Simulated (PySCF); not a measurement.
# InH2Br (InH2Br): fields and orbitals, part 2 of 2

Aim: take InH2Br (InH2Br) and compute its lowest excited states and analyse its density (charges, bond critical points, surface potential).

PySCF 2.14.0; Gaussian basis, gas phase. Earlier steps stand in the parts before.

### Step 4. Density, bond paths and surface potential (PBE/def2-svpd)

input.py

```python
import numpy as np
from pyscf import gto, scf, dft
from pyscf.scf import atom_ks, atom_hf
from scipy.linalg import block_diag

def solve(mol, dm0=None, hcore=None):
    mf = (dft.UKS if mol.spin else dft.RKS)(mol, xc='pbe')
    mf.grids.level = 3
    mf = mf.density_fit(auxbasis='def2-universal-jkfit')
    mf.conv_tol, mf.max_cycle = 1e-8, 80
    if hcore is not None:
        mf.get_hcore = lambda *args: hcore
    mf.kernel(dm0)
    if not mf.converged:
        mf = mf.newton().run(mf.mo_coeff, mf.mo_occ, max_cycle=30)
    assert mf.converged, 'SCF not converged'
    return mf

mol = gto.M(atom='''
In    -0.97966     0.00000     0.00000
H     -1.81139    -1.49219     0.00000
H     -1.81141     1.49214     0.00000
Br     1.47503     0.00000     0.00000
''', basis='def2-svpd', ecp={'In': 'def2-svpd'}, charge=0, spin=0, verbose=4)
mf = solve(mol)
mf.analyze()
# spherically averaged free atoms, for the promolecule
atom_ks.AtomSphAverageRKS.init_guess_by_vsap = lambda self, mol=None: self.init_guess_by_minao(mol)  # core potentials
atm = atom_ks.get_atm_nrks(mol, xc='pbe')
pro = block_diag(*[(atm[a[0]][2] * atm[a[0]][3]) @ atm[a[0]][2].T for a in mol._atom])
np.savez('result.npz', e=mf.e_tot, c=mf.mo_coeff, occ=mf.mo_occ, eps=mf.mo_energy, pro=pro, dip=mf.dip_moment(verbose=0), s2=mf.spin_square()[0])
```

The run is started by

```console
> OMP_NUM_THREADS=1 python input.py
```

The program printed:

```text
[ENV] PYSCF_TMPDIR <dir>
[ENV] PYSCF_MAX_MEMORY 1375
[INPUT] verbose = 4
[INPUT] num. atoms = 4
[INPUT] num. electrons = 58
[INPUT] charge = 0
[INPUT] spin (= nelec alpha-beta = 2S) = 0
[INPUT] symmetry False subgroup None
[INPUT] Mole.unit = angstrom
[INPUT] Symbol           X                Y                Z      unit          X                Y                Z       unit  Magmom
[INPUT]  1 In    -0.979660000000   0.000000000000   0.000000000000 AA   -1.851289095191   0.000000000000   0.000000000000 Bohr   0.0
[INPUT]  2 H     -1.811390000000  -1.492190000000   0.000000000000 AA   -3.423031004776  -2.819830425815   0.000000000000 Bohr   0.0
[INPUT]  3 H     -1.811410000000   1.492140000000   0.000000000000 AA   -3.423068799298   2.819735939509   0.000000000000 Bohr   0.0
[INPUT]  4 Br     1.475030000000   0.000000000000   0.000000000000 AA    2.787402725517   0.000000000000   0.000000000000 Bohr   0.0

nuclear repulsion = 181.900293445604
number of shells = 35
number of NR pGTOs = 170
number of NR cGTOs = 89
basis = def2-svpd
ecp = {'In': 'def2-svpd'}

******** <class 'pyscf.df.df_jk.DFRKS'> ********
method = DFRKS
initial guess = minao
damping factor = 0
level_shift factor = 0
DIIS = <class 'pyscf.scf.diis.CDIIS'>
diis_start_cycle = 1
diis_space = 8
diis_damp = 0
SCF conv_tol = 1e-08
SCF conv_tol_grad = None
SCF max_cycles = 80
direct_scf = False
XC library pyscf.dft.libxc version 7.0.0
    S. Lehtola, C. Steigemann, M. J.T. Oliveira, and M. A.L. Marques.,  SoftwareX 7, 1–5 (2018)
XC functionals = pbe
    J. P. Perdew, K. Burke, and M. Ernzerhof.,  Phys. Rev. Lett. 77, 3865 (1996)
    J. P. Perdew, K. Burke, and M. Ernzerhof.,  Phys. Rev. Lett. 78, 1396 (1997)
    J. P. Perdew, K. Burke, and M. Ernzerhof.,  Phys. Rev. Lett. 77, 3865 (1996)
    J. P. Perdew, K. Burke, and M. Ernzerhof.,  Phys. Rev. Lett. 78, 1396 (1997)
radial grids:
    Treutler-Ahlrichs [JCP 102, 346 (1995); DOI:10.1063/1.469408] (M4) radial grids

becke partition: Becke, JCP 88, 2547 (1988); DOI:10.1063/1.454033
pruning grids: <function nwchem_prune at 0xe3f088597600>
grids dens level: 3
symmetrized grids: False
atomic radii adjust function: <function treutler_atomic_radii_adjust at 0xe3f0885d0540>
small_rho_cutoff = 0
Set gradient conv threshold to 0.0001
Initial guess from minao.
tot grids = 61920
init E= -2742.57597858073
  HOMO = -0.589253297302402  LUMO = -0.550468141934398  gap/eV = 1.05540
cycle= 1 E= -2762.87823527763  delta_E= -20.3  |g|= 2.64  |ddm|= 13.3
  HOMO = -0.0311614354184108  LUMO = -0.0266994746200497  gap/eV = 0.12142
cycle= 2 E= -2717.5614953044  delta_E= 45.3  |g|= 8.02  |ddm|= 11.7
  HOMO = -0.348899651963294  LUMO = -0.229905057352271  gap/eV = 3.23801
cycle= 3 E= -2764.61994481481  delta_E= -47.1  |g|= 0.871  |ddm|=  9.7
  HOMO = -0.147122684256397  LUMO = -0.0954426133705966  gap/eV = 1.40629
cycle= 4 E= -2764.31562098455  delta_E= 0.304  |g|= 1.21  |ddm|= 2.63
  HOMO = -0.248234973634739  LUMO = -0.102726235249332  gap/eV = 3.95949
cycle= 5 E= -2764.80374665112  delta_E= -0.488  |g|= 0.116  |ddm|= 1.68
  HOMO = -0.242789605868676  LUMO = -0.0988283037934517  gap/eV = 3.91739
cycle= 6 E= -2764.80912124148  delta_E= -0.00537  |g|= 0.0656  |ddm|= 0.396
  HOMO = -0.247568767588218  LUMO = -0.100727913609778  gap/eV = 3.99574
cycle= 7 E= -2764.81113825931  delta_E= -0.00202  |g|= 0.0054  |ddm|= 0.141
  HOMO = -0.247463920772857  LUMO = -0.100885223019641  gap/eV = 3.98861
cycle= 8 E= -2764.81114461548  delta_E= -6.36e-06  |g|= 0.00212  |ddm|= 0.00904
  HOMO = -0.24759937562391  LUMO = -0.101078807454973  gap/eV = 3.98703
cycle= 9 E= -2764.81114605064  delta_E= -1.44e-06  |g|= 0.00046  |ddm|= 0.00307
  HOMO = -0.247639855506686  LUMO = -0.101063770128385  gap/eV = 3.98854
cycle= 10 E= -2764.81114614346  delta_E= -9.28e-08  |g|= 4.57e-05  |ddm|= 0.000767
  HOMO = -0.247637935274433  LUMO = -0.101055421119459  gap/eV = 3.98871
cycle= 11 E= -2764.81114614465  delta_E= -1.18e-09  |g|= 3.95e-06  |ddm|= 0.000114
  HOMO = -0.24763906730194  LUMO = -0.101056803664568  gap/eV = 3.98871
Extra cycle  E= -2764.81114614465  delta_E= -5.91e-12  |g|= 4.66e-06  |ddm|= 1.86e-05
converged SCF energy = -2764.81114614465
**** SCF Summaries ****
Total Energy =                       -2764.811146144651502
Nuclear Repulsion Energy =             181.900293445603808
One-electron Energy =                -4280.682915384828448
Two-electron Energy =                 1333.971475794573053
Two-electron Coulomb Energy =         1442.328532958260666
DFT Exchange-Correlation Energy =     -108.357057163687685
HOMO-LUMO gap [eV] =                     3.988706559521932
**** MO energy ****
MO #1   energy= -480.934252243886  occ= 2
MO #2   energy= -61.773808261307   occ= 2
MO #3   energy= -55.703649360142   occ= 2
MO #4   energy= -55.7017582641656  occ= 2
MO #5   energy= -55.7011640814526  occ= 2
MO #6   energy= -8.39794791076485  occ= 2
MO #7   energy= -6.27524840991414  occ= 2
MO #8   energy= -6.26873071619715  occ= 2
MO #9   energy= -6.26684930836269  occ= 2
MO #10  energy= -4.51163146040424  occ= 2
MO #11  energy= -2.95918832770318  occ= 2
MO #12  energy= -2.95049984060101  occ= 2
MO #13  energy= -2.94662383384324  occ= 2
MO #14  energy= -2.47780759885452  occ= 2
MO #15  energy= -2.47639119271066  occ= 2
MO #16  energy= -2.47501824619175  occ= 2
MO #17  energy= -2.47014473713598  occ= 2
MO #18  energy= -2.47005061246018  occ= 2
MO #19  energy= -0.736043223939044 occ= 2
MO #20  energy= -0.720622868704702 occ= 2
MO #21  energy= -0.719457526477004 occ= 2
MO #22  energy= -0.717277980545272 occ= 2
MO #23  energy= -0.715653505001493 occ= 2
MO #24  energy= -0.674273990880559 occ= 2
MO #25  energy= -0.406582016343336 occ= 2
MO #26  energy= -0.297245771229257 occ= 2
MO #27  energy= -0.289428986713664 occ= 2
MO #28  energy= -0.266749757652259 occ= 2
MO #29  energy= -0.24763906730194  occ= 2
MO #30  energy= -0.101056803664568 occ= 0
MO #31  energy= -0.0689915350190655 occ= 0
MO #32  energy= -0.0101119848690656 occ= 0
MO #33  energy= 0.00353472358571474 occ= 0
MO #34  energy= 0.039446386667276  occ= 0
MO #35  energy= 0.0427753975680041 occ= 0
MO #36  energy= 0.0446610138061455 occ= 0
MO #37  energy= 0.0535337544144646 occ= 0
MO #38  energy= 0.0594812446776913 occ= 0
MO #39  energy= 0.0689521667532464 occ= 0
MO #40  energy= 0.0739494227973223 occ= 0
MO #41  energy= 0.0901642058112997 occ= 0
MO #42  energy= 0.100219284154249  occ= 0
MO #43  energy= 0.119351037191192  occ= 0
MO #44  energy= 0.156358368177452  occ= 0
MO #45  energy= 0.161722575856681  occ= 0
MO #46  energy= 0.167476034504591  occ= 0
MO #47  energy= 0.168998947507974  occ= 0
MO #48  energy= 0.169776789042864  occ= 0
MO #49  energy= 0.202844910994936  occ= 0
MO #50  energy= 0.221364775250545  occ= 0
MO #51  energy= 0.227592374118973  occ= 0
MO #52  energy= 0.239128285362552  occ= 0
MO #53  energy= 0.255199436147023  occ= 0
MO #54  energy= 0.268208422900235  occ= 0
MO #55  energy= 0.289257462236082  occ= 0
MO #56  energy= 0.337910724029072  occ= 0
MO #57  energy= 0.404465570710848  occ= 0
MO #58  energy= 0.435733563049248  occ= 0
MO #59  energy= 0.442240038849674  occ= 0
MO #60  energy= 0.464432433331666  occ= 0
MO #61  energy= 0.496438114861837  occ= 0
...
pop of  3 Br 2py          1.99999
pop of  3 Br 2pz          1.99999
pop of  3 Br 3px          1.99965
pop of  3 Br 3py          1.99981
pop of  3 Br 3pz          1.99979
pop of  3 Br 4px          1.71840
pop of  3 Br 4py          1.98672
pop of  3 Br 4pz          1.94622
pop of  3 Br 5px          0.01434
pop of  3 Br 5py          0.00434
pop of  3 Br 5pz          0.00462
pop of  3 Br 6px          0.00644
pop of  3 Br 6py          0.00079
pop of  3 Br 6pz          0.00616
pop of  3 Br 3dxy         1.99987
pop of  3 Br 3dyz         1.99989
pop of  3 Br 3dz^2        1.99987
pop of  3 Br 3dxz         1.99985
pop of  3 Br 3dx2-y2      1.99985
pop of  3 Br 4dxy         0.00654
pop of  3 Br 4dyz         0.00027
pop of  3 Br 4dz^2        0.00483
pop of  3 Br 4dxz         0.01404
pop of  3 Br 4dx2-y2      0.01448
pop of  3 Br 5dxy         0.00584
pop of  3 Br 5dyz         0.00023
pop of  3 Br 5dz^2        0.00086
pop of  3 Br 5dxz         0.00930
pop of  3 Br 5dx2-y2      0.00261
pop of  3 Br 6dxy         0.00310
pop of  3 Br 6dyz         0.00008
pop of  3 Br 6dz^2        0.00071
pop of  3 Br 6dxz         0.00253
pop of  3 Br 6dx2-y2      0.00254
 ** Mulliken atomic charges  **
charge of    0In =      1.84634
charge of    1H =     -0.54381
charge of    2H =     -0.54381
charge of    3Br =     -0.75871
Dipole moment(X, Y, Z, Debye): -1.87365,  0.00008,  0.00000
Spherically averaged atomic KS for {'Br', 'In', 'H'}

******** <class 'pyscf.scf.atom_ks.AtomSphAverageRKS'> ********
method = AtomSphAverageRKS
initial guess = vsap
damping factor = 0
level_shift factor = 0
diis_start_cycle = 1
diis_space = 12
SCF conv_tol = 1e-09
SCF conv_tol_grad = None
SCF max_cycles = 50
direct_scf = True
direct_scf_tol = 1e-13
XC library pyscf.dft.libxc version 7.0.0
    S. Lehtola, C. Steigemann, M. J.T. Oliveira, and M. A.L. Marques.,  SoftwareX 7, 1–5 (2018)
XC functionals = pbe
    J. P. Perdew, K. Burke, and M. Ernzerhof.,  Phys. Rev. Lett. 77, 3865 (1996)
    J. P. Perdew, K. Burke, and M. Ernzerhof.,  Phys. Rev. Lett. 78, 1396 (1997)
    J. P. Perdew, K. Burke, and M. Ernzerhof.,  Phys. Rev. Lett. 77, 3865 (1996)
    J. P. Perdew, K. Burke, and M. Ernzerhof.,  Phys. Rev. Lett. 78, 1396 (1997)
radial grids:
    Treutler-Ahlrichs [JCP 102, 346 (1995); DOI:10.1063/1.469408] (M4) radial grids

becke partition: Becke, JCP 88, 2547 (1988); DOI:10.1063/1.454033
pruning grids: <function nwchem_prune at 0xe3f088597600>
grids dens level: 3
symmetrized grids: False
atomic radii adjust function: <function treutler_atomic_radii_adjust at 0xe3f0885d0540>
User specified grid scheme (100, 434)
small_rho_cutoff = 0
Set gradient conv threshold to 3.16228e-05
tot grids = 23232
init E= 12.4867314178255
cycle= 1 E= -7.66479348315741  delta_E= -20.2  |g|=    0  |ddm|= 12.5
cycle= 2 E= -7.55683976944658  delta_E= 0.108  |g|=    0  |ddm|= 5.76
cycle= 3 E= -8.20238589670728  delta_E= -0.646  |g|=    0  |ddm|= 2.03
cycle= 4 E= -8.20262774134474  delta_E= -0.000242  |g|=    0  |ddm|= 0.213
cycle= 5 E= -8.2032171684065  delta_E= -0.000589  |g|=    0  |ddm|=  0.1
cycle= 6 E= -8.20321926979736  delta_E= -2.1e-06  |g|=    0  |ddm|= 0.0172
cycle= 7 E= -8.2032249172133  delta_E= -5.65e-06  |g|=    0  |ddm|= 0.00925
cycle= 8 E= -8.20322492972025  delta_E= -1.25e-08  |g|=    0  |ddm|= 0.00155
cycle= 9 E= -8.20322496427883  delta_E= -3.46e-08  |g|=    0  |ddm|= 0.000744
cycle= 10 E= -8.20322496434628  delta_E= -6.74e-11  |g|=    0  |ddm|= 0.000103
Extra cycle  E= -8.20322496439547  delta_E= -4.92e-11  |g|=    0  |ddm|= 9.22e-05
Atomic HF for atom  In  converged. SCF energy = -8.20322496439547

******** <class 'pyscf.scf.atom_ks.AtomSphAverageRKS'> ********
method = AtomSphAverageRKS
initial guess = vsap
damping factor = 0
level_shift factor = 0
diis_start_cycle = 1
diis_space = 12
SCF conv_tol = 1e-09
SCF conv_tol_grad = None
SCF max_cycles = 50
direct_scf = True
direct_scf_tol = 1e-13
XC library pyscf.dft.libxc version 7.0.0
    S. Lehtola, C. Steigemann, M. J.T. Oliveira, and M. A.L. Marques.,  SoftwareX 7, 1–5 (2018)
XC functionals = pbe
    J. P. Perdew, K. Burke, and M. Ernzerhof.,  Phys. Rev. Lett. 77, 3865 (1996)
    J. P. Perdew, K. Burke, and M. Ernzerhof.,  Phys. Rev. Lett. 78, 1396 (1997)
    J. P. Perdew, K. Burke, and M. Ernzerhof.,  Phys. Rev. Lett. 77, 3865 (1996)
    J. P. Perdew, K. Burke, and M. Ernzerhof.,  Phys. Rev. Lett. 78, 1396 (1997)
radial grids:
    Treutler-Ahlrichs [JCP 102, 346 (1995); DOI:10.1063/1.469408] (M4) radial grids

becke partition: Becke, JCP 88, 2547 (1988); DOI:10.1063/1.454033
pruning grids: <function nwchem_prune at 0xe3f088597600>
grids dens level: 3
symmetrized grids: False
atomic radii adjust function: <function treutler_atomic_radii_adjust at 0xe3f0885d0540>
User specified grid scheme (100, 434)
small_rho_cutoff = 0
Set gradient conv threshold to 3.16228e-05
tot grids = 26240
init E= 181.453353641768
cycle= 1 E= 181.443510470483  delta_E= -0.00984  |g|=    0  |ddm|= 0.261
cycle= 2 E= 181.443253773492  delta_E= -0.000257  |g|=    0  |ddm|= 0.0417
cycle= 3 E= 181.443248406284  delta_E= -5.37e-06  |g|=    0  |ddm|= 0.00605
cycle= 4 E= 181.443248287489  delta_E= -1.19e-07  |g|=    0  |ddm|= 0.0009
cycle= 5 E= 181.443248284881  delta_E= -2.61e-09  |g|=    0  |ddm|= 0.000133
cycle= 6 E= 181.443248284832  delta_E= -4.83e-11  |g|=    0  |ddm|= 9.97e-06
Extra cycle  E= 181.443248284822  delta_E= -1.02e-11  |g|=    0  |ddm|= 8.33e-06
Atomic HF for atom  H  converged. SCF energy = 181.443248284822

******** <class 'pyscf.scf.atom_ks.AtomSphAverageRKS'> ********
method = AtomSphAverageRKS
initial guess = vsap
damping factor = 0
level_shift factor = 0
diis_start_cycle = 1
diis_space = 12
SCF conv_tol = 1e-09
SCF conv_tol_grad = None
SCF max_cycles = 50
direct_scf = True
direct_scf_tol = 1e-13
XC library pyscf.dft.libxc version 7.0.0
    S. Lehtola, C. Steigemann, M. J.T. Oliveira, and M. A.L. Marques.,  SoftwareX 7, 1–5 (2018)
XC functionals = pbe
    J. P. Perdew, K. Burke, and M. Ernzerhof.,  Phys. Rev. Lett. 77, 3865 (1996)
    J. P. Perdew, K. Burke, and M. Ernzerhof.,  Phys. Rev. Lett. 78, 1396 (1997)
    J. P. Perdew, K. Burke, and M. Ernzerhof.,  Phys. Rev. Lett. 77, 3865 (1996)
    J. P. Perdew, K. Burke, and M. Ernzerhof.,  Phys. Rev. Lett. 78, 1396 (1997)
radial grids:
    Treutler-Ahlrichs [JCP 102, 346 (1995); DOI:10.1063/1.469408] (M4) radial grids

becke partition: Becke, JCP 88, 2547 (1988); DOI:10.1063/1.454033
pruning grids: <function nwchem_prune at 0xe3f088597600>
grids dens level: 3
symmetrized grids: False
atomic radii adjust function: <function treutler_atomic_radii_adjust at 0xe3f0885d0540>
User specified grid scheme (100, 434)
small_rho_cutoff = 0
Set gradient conv threshold to 3.16228e-05
tot grids = 22928
init E= -2390.42567856384
cycle= 1 E= -2391.50274250797  delta_E= -1.08  |g|=    0  |ddm|= 0.341
cycle= 2 E= -2391.50309909772  delta_E= -0.000357  |g|=    0  |ddm|= 0.144
cycle= 3 E= -2391.50450523627  delta_E= -0.00141  |g|=    0  |ddm|= 0.0901
cycle= 4 E= -2391.50450758737  delta_E= -2.35e-06  |g|=    0  |ddm|= 0.0252
cycle= 5 E= -2391.50452454808  delta_E= -1.7e-05  |g|=    0  |ddm|= 0.0122
cycle= 6 E= -2391.50452456987  delta_E= -2.18e-08  |g|=    0  |ddm|= 0.000943
cycle= 7 E= -2391.50452463947  delta_E= -6.96e-08  |g|=    0  |ddm|= 0.000626
cycle= 8 E= -2391.5045246396  delta_E= -1.25e-10  |g|=    0  |ddm|= 0.000213
Extra cycle  E= -2391.50452463965  delta_E= -4.64e-11  |g|=    0  |ddm|= 0.000197
Atomic HF for atom  Br  converged. SCF energy = -2391.50452463965
```

It took 8.1 s on 1 thread of Arm Neoverse V2, shared host; peak memory 0.33 GiB.

### Step 5. Analysis of result.npz

Deformation density: the molecule less spherical free atoms.

In1–H2 and In1–H3: +0.16 e/Å³ at the bond critical point (bond length 1.71 Å). In1–Br4: +0.02 e/Å³ at the bond critical point (bond length 2.46 Å). In all, 0.8 electrons are displaced relative to the promolecule. A small or negative value marks a very polar bond or one between electron-rich atoms, whose free-atom densities already overlap strongly.

The highest Hirshfeld charge is on In1 (+0.45 e), the lowest on Br4 (−0.22 e).

```csv
atom,charge (e)
In1,+0.45
H2,−0.11
H3,−0.11
Br4,−0.22
```

Topology of the density (QTAIM).

4 nuclei, 3 bond, 0 ring and 0 cage critical points: 4 − 3 + 0 − 0 = 1, as the Poincaré–Hopf relation requires.

| bond | length (Å) | ρ (a.u.) | ∇²ρ (a.u.) | ε | H (a.u.) |
| --- | --- | --- | --- | --- | --- |
| In1–H2 (×2) | 1.708 | 0.105 | +0.15 | 0.03 | −0.041 |
| In1–Br4 | 2.455 | 0.072 | +0.18 | 0.01 | −0.016 |

Polar or intermediate (positive Laplacian, negative energy density H): ρ = 0.072, ∇²ρ = +0.18, H = −0.016 a.u.

On the 0.001 a.u. surface of the density.

Highest: 2.25 V, off the molecular plane, over In1 (2.0 Å), and at symmetry-equivalent points. Further maxima include −0.15 V, 2.2 Å from Br4. Lowest: −0.59 V, 2.3 Å from Br4, and at symmetry-equivalent points. Further minima include −0.04 V, 1.6 Å from H2, and at symmetry-equivalent points.

### Step 6. Summary of results

What follows sums up all 2 parts.

| quantity | value |
| --- | --- |
| lowest singlet excitation (B3LYP/def2-svpd) | 4.40 eV |
| dipole moment (PBE/def2-svpd) | 1.87 D |
| HOMO, LUMO (PBE/def2-svpd) | -6.74, -2.75 eV |

**Reading.** At PBE/def2-svpd: The highest Hirshfeld charge is on In1 (+0.45 e), the lowest on Br4 (−0.22 e). The geometry was not optimised at these levels.
